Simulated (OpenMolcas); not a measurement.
**Er²⁺ among point charges: CASSCF levels and susceptibility**

How does a field of 6 point charges split the states of Er²⁺, and what χT follows?

Method: state-averaged CASSCF, spin-orbit coupling by RASSI with atomic mean-field integrals. Code: OpenMolcas 26.06.

### Step 1. What is computed

| Property | Result |
| --- | --- |
| Species | Er²⁺ (erbium, Z = 68, 66 electrons) |
| Basis | ANO-RCC-VDZP [7s6p4d2f1g], 68 functions |
| Scalar Hamiltonian | DKH2, point nucleus |
| Inactive shells | 1s 2s 2p 3s 3p 3d 4s 4p 4d 5s 5p |
| Active space | 12 electrons in 7 orbitals (4f) |
| Some configurations of this space | 4f¹² |
| Orbitals | optimised for the highest spin of each parity, averaged over all roots |

The outer shells:

4f12
```
4f [↑↓][↑↓][↑↓][↑↓][↑↓][↑ ][↑ ]
```

The ion sits among 6 point charges of -0.5 e arranged as a trigonal prism (D3h), 2.79 Å from the ion, with a polar angle of 48.1° against the regular 49.1°.

The work runs as a chain of OpenMolcas steps in one folder; each step below is one input file. Labels, J, g values, rates, χT and fits are worked out afterwards by a script from the matrices that RASSI stores.

### Step 2. GATEWAY and SEWARD: basis and integrals

a.inp

```
&GATEWAY
Coord
1

Er 0.0 0.0 0.0
Basis=ANO-RCC-VDZP
Group=NoSym
NoMove
AngMom=0.0 0.0 0.0
AMFI
XField
6 Angstrom 0
2.077214 0.000000 1.862600 -0.500000
-1.038607 1.798920 1.862600 -0.500000
-1.038607 -1.798920 1.862600 -0.500000
2.077214 0.000000 -1.862600 -0.500000
-1.038607 1.798920 -1.862600 -0.500000
-1.038607 -1.798920 -1.862600 -0.500000
&SEWARD
```

Run with:

```bash
> OMP_NUM_THREADS=1 MOLCAS_MEM=2252 MOLCAS_PROJECT=a pymolcas a.inp > a.log
```

### Step 3. Reference wave functions, triplets, 21 roots

a.inp

```
&RASSCF
FileOrb=start.orb
Symmetry=1
Spin=3
nActEl=12 0 0
Inactive=27
Ras2=7
CIRoot=21 21 1
SDav=21
CIMx=300
Iter=120 100
PrWF=0.3
OrbListing=Nothing
MaxOrb=0
>>> COPY $Project.JobIph JOB001
```

start.orb holds the contracted functions of the basis, ordered by shell, or the orbitals of the step before.

### Step 4. Reference wave functions, singlets, 28 roots

a.inp

```
&RASSCF
FileOrb=start.orb
Symmetry=1
Spin=1
nActEl=12 0 0
Inactive=27
Ras2=7
CIRoot=28 28 1
SDav=28
CIMx=300
Iter=120 100
PrWF=0.3
OrbListing=Nothing
MaxOrb=0
CIOnly
>>> COPY $Project.JobIph JOB002
```

### Step 5. RASSI: spin-orbit coupling between the states

a.inp

```
&RASSI
NrOfJobIphs=2 21 27
1 2 3 4 5 6 7 8 9 10 11 12 13 14 15 16 17 18 19 20 21
1 2 3 4 5 6 7 8 9 10 11 12 13 14 15 16 17 18 19 20 21 22 23 24 25 26 27
IphNames
JOB001
JOB002
EJob
SpinOrbit
DIPRint=1.0
SOCoupling=1000.0
Subsets=2
Property=9
'ANGMOM' 1 'ANGMOM' 2 'ANGMOM' 3 'MLTPL  1' 1 'MLTPL  1' 2 'MLTPL  1' 3
'AMFI' 1 'AMFI' 2 'AMFI' 3
SOProperty=3
'ANGMOM' 1 'ANGMOM' 2 'ANGMOM' 3
```

What does the calculation give? Wanted: spin-free ground state; first state of the same spin within the active space; lowest level; next level.

The runs gave:

| quantity | value |
| --- | --- |
| method | CASSCF |
| spin-free ground state | 3A2, 1-fold in its orbital part |
| first state of the same spin within the active space | 3E at 18.1 cm⁻¹ |
| lowest level | 1-fold A1 |
| next level | 12.1 cm⁻¹ |
| χT at 300 K | 7.13 cm³ K/mol |
| effective moment at 300 K | 7.55 μB |

What this shows: The spin-free ground state (3A2) comes to 100 % from free-ion H terms and keeps the highest spin of the shell. The singlets rest on orbitals optimised for another spin in at least one step, which raises them against the optimised states. Not all states of the active space went into the spin-orbit step. This is an electrostatic model: the charges have no orbitals.
